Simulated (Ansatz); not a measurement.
# TaN: energy and pressure over a range of volumes

One table from this session's results is given with a row withheld; the runs are named, their logs left out.

Program: Ansatz 0.2.0. Level of theory: DFT PBEsol, scalar-relativistic. These are calculated values, not measurements.

## The system as given

The structure is hexagonal, space group P-62m (No. 189). The conventional cell has a = 5.196 Å, b = 5.196 Å, c = 2.911 Å, α = 90.00°, β = 90.00°, γ = 120.00°. Ta (site symmetry -6) is surrounded by 6 N at 2.16 Å. Around Ta (site symmetry -62m) lie 3 N at 2.04 Å. N (site symmetry m2m) is surrounded by 5 Ta at 2.04 to 2.16 Å.

Structure file:

```cif
data_structure
_symmetry_space_group_name_H-M 'P 1'
_symmetry_Int_Tables_number 1
_cell_length_a 5.1960
_cell_length_b 5.1960
_cell_length_c 2.9110
_cell_angle_alpha 90.000
_cell_angle_beta 90.000
_cell_angle_gamma 120.000
_cell_volume 68.06
loop_
_atom_site_label
_atom_site_type_symbol
_atom_site_fract_x
_atom_site_fract_y
_atom_site_fract_z
_atom_site_occupancy
Ta1 Ta 0.33333 0.66667 0.50000 1
Ta2 Ta 0.66667 0.33333 0.50000 1
Ta3 Ta 0.00000 0.00000 0.00000 1
N1 N 0.39285 0.00000 0.00000 1
N2 N 0.60715 0.60715 0.00000 1
N3 N 0.00000 0.39285 0.00000 1
```

Atoms are numbered in the order of the input: Ta1, Ta2, Ta3, N4, N5, N6.

The first run:

Contents of input.yaml:

```yaml
crystal:
  lattice:
    - [5.1257760305, 0.0, 0.0]
    - [-2.5628880152, 4.4390522565, 0.0]
    - [0.0, 0.0, 2.8716573394]
  atoms:
    - { symbol: Ta, position: [0.3333333333, 0.6666666667, 0.5] }
    - { symbol: Ta, position: [0.6666666667, 0.3333333333, 0.5] }
    - { symbol: Ta, position: [0.0, 0.0, 0.0] }
    - { symbol: "N", position: [0.39285, 0.0, 0.0] }
    - { symbol: "N", position: [0.60715, 0.60715, 0.0] }
    - { symbol: "N", position: [0.0, 0.39285, 0.0] }
kpoints:
  mp_grid: { grid: [6, 6, 9] }
  band_path:
    path:
      - [0.0, 0.0, 0.0]
      - [0.5, 0.0, 0.0]
      - [0.3333333333, 0.3333333333, 0.0]
      - [0.0, 0.0, 0.0]
      - [0.0, 0.0, 0.5]
      - [0.5, 0.0, 0.5]
      - [0.3333333333, 0.3333333333, 0.5]
      - [0.0, 0.0, 0.5]
      - [0.5, 0.0, 0.5]
    npoints: 5
scf:
  occupations: { method: fermi_dirac, width: 0.01 }
hamiltonian:
  xc: pbesol
  pseudopotentials: { kind: all_electron, lapw: { basis_error: 0.001 } }
output:
  forces: true
  stress: true
  eigenvalues: true
```

Command:

```bash
ansatz run input.yaml --threads 2 --pin off --max-ram 8192MiB --backend cpu --events-out ev --progress --plain --runs-dir out
```

Among the steps run: Volume × 0.96, LAPW; Volume × 0.96, PAW; Volume × 0.96, crystal datasets; Volume × 0.99, LAPW; Volume × 0.99, PAW; Volume × 0.99, crystal datasets; Volume × 1.02, LAPW; Volume × 1.02, PAW; Volume × 1.02, crystal datasets; Volume × 1.06, LAPW; Volume × 1.06, PAW; Volume × 1.06, crystal datasets.

One table of the session follows, with a row left open; its other results are not shown here.

It belongs to the step «Fits». 

```
          method  volume (Å³/atom)  largest force (eV/Å)
            LAPW            10.890                 0.187
            LAPW            11.230                 0.052
            LAPW            11.571                 0.072
            LAPW            12.024                 0.221
             PAW            10.890                 0.204
             PAW            11.230                 0.067
             PAW            11.571                 0.060
             PAW            12.024                     ?
crystal datasets            10.890                 0.187
crystal datasets            11.230                 0.052
crystal datasets            11.571                 0.072
crystal datasets            12.024                 0.221
```

**Question.** Estimate the row for PAW, 12.024.

As computed: largest force (eV/Å): 0.211. In the column «largest force (eV/Å)» it lies between PAW, 10.890 (0.204) and LAPW, 12.024 (0.221).

To keep in mind: Warnings in the runs' records: gradients without spin orbit, crystal datasets made.
